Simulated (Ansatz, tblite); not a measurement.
**(H2Al-mu-OH)3 (Al₃H₉O₃): charged states by level of theory**

The task here is to estimate one member of a computed series from the others.

Computed with Ansatz 0.2.0, Gaussian basis. Level: as each input shows.

Levels to be run: charge +1 doublet, at the geometry of the singlet (PBE0-D4/def2-TZVP, PBE-D4/def2-TZVP, B3LYP-D4/def2-TZVP, CCSD(T)/def2-SVP); the starting singlet's energies come from earlier runs.

2 further runs of the same task are left out: 2 set aside as unsound or not needed.

## The geometry

The singlet was relaxed beforehand with PBE-D4/def2-SVP.

15 atoms, charge 0, spin multiplicity 1.

Atoms are counted from 1 here; the program's logs count them from 0.

Bond lengths: Al1–H2 1.603 Å, Al1–H3 1.596 Å, Al1–O4 1.879 Å, Al1–O12 1.878 Å, O4–Al5 1.884 Å, O4–H13 0.974 Å, Al5–H6 1.598 Å, Al5–H7 1.599 Å, Al5–O8 1.882 Å, O8–Al9 1.883 Å, O8–H14 0.977 Å, Al9–H10 1.598 Å, Al9–H11 1.599 Å, Al9–O12 1.884 Å, O12–H15 0.974 Å. Angles: H2–Al1–H3 126.1°, H2–Al1–O4 105.6°, H2–Al1–O12 105.8°, H3–Al1–O4 107.7°, H3–Al1–O12 107.4°, O4–Al1–O12 101.7°, Al1–O4–Al5 123.9°, Al1–O4–H13 115.5°, Al5–O4–H13 117.6°, O4–Al5–H6 106.4°, O4–Al5–H7 111.5°, O4–Al5–O8 94.2°, H6–Al5–H7 124.8°, H6–Al5–O8 110.6°, H7–Al5–O8 105.1°, Al5–O8–Al9 131.5°, Al5–O8–H14 113.6°, Al9–O8–H14 113.4° and more.

The first run:

in.yaml reads:

```yaml
crystal:
  periodic: [false, false, false]
  atoms:
    - {symbol: Al, position_ang: [1.511480, 1.010044, -0.057576]}
    - {symbol: H, position_ang: [3.094411, 0.864381, -0.265162]}
    - {symbol: H, position_ang: [0.718570, 2.369908, 0.206903]}
    - {symbol: O, position_ang: [0.728072, 0.173250, -1.546581]}
    - {symbol: Al, position_ang: [-1.089706, -0.313325, -1.643459]}
    - {symbol: H, position_ang: [-1.122796, -1.888391, -1.911897]}
    - {symbol: H, position_ang: [-1.942904, 0.768769, -2.454322]}
    - {symbol: O, position_ang: [-1.429169, 0.055438, 0.170165]}
    - {symbol: Al, position_ang: [-0.704022, -0.672251, 1.747731]}
    - {symbol: H, position_ang: [-0.743256, -2.269409, 1.709527]}
    - {symbol: H, position_ang: [-1.302466, 0.227964, 2.925704]}
    - {symbol: O, position_ang: [1.064405, -0.177854, 1.327204]}
    - {symbol: H, position_ang: [1.348329, -0.274003, -2.150385]}
    - {symbol: H, position_ang: [-1.911130, 0.892331, 0.314736]}
    - {symbol: H, position_ang: [1.780193, -0.766861, 1.627432]}
basis:
  gaussian: {orbitals: def2-TZVP}
total_charge: 1
magnetization: {spin_polarized: true, initial_magnetization: 1}
hamiltonian: {xc: pbe0, dispersion: d4}
scf: {omitted_lower_state_checks: [starts]}
output: {orbitals: {seedname: orbitals}}
```

On the command line:

```
$ ansatz run in.yaml --threads 4 --pin off --events-out ev --progress --plain --max-ram 4787MiB
```

Steps of the session up to this table: Charge +1 doublet at the fixed geometry, PBE0-D4/def2-TZVP; Charge +1 doublet at the fixed geometry, PBE-D4/def2-TZVP; Charge +1 doublet at the fixed geometry, B3LYP-D4/def2-TZVP; Charge +1 doublet at the fixed geometry, CCSD(T)/def2-SVP.

One table of the session follows, with a row left open; its other results are not shown here.

It belongs to the step «Vertical ionisation energy». 

| method | vertical ionisation energy (eV) |
| --- | --- |
| HF/def2-SVP | 10.16 |
| PBE-D4/def2-TZVP | 9.10 |
| B3LYP-D4/def2-TZVP | 9.73 |
| PBE0-D4/def2-TZVP | 9.76 |
| MP2/def2-SVP | ? |
| CCSD/def2-SVP | 10.61 |
| CCSD(T)/def2-SVP | 10.57 |

Estimate the missing values for MP2/def2-SVP.

The run gave: vertical ionisation energy (eV): 10.65. In the column «vertical ionisation energy (eV)» it is the highest.
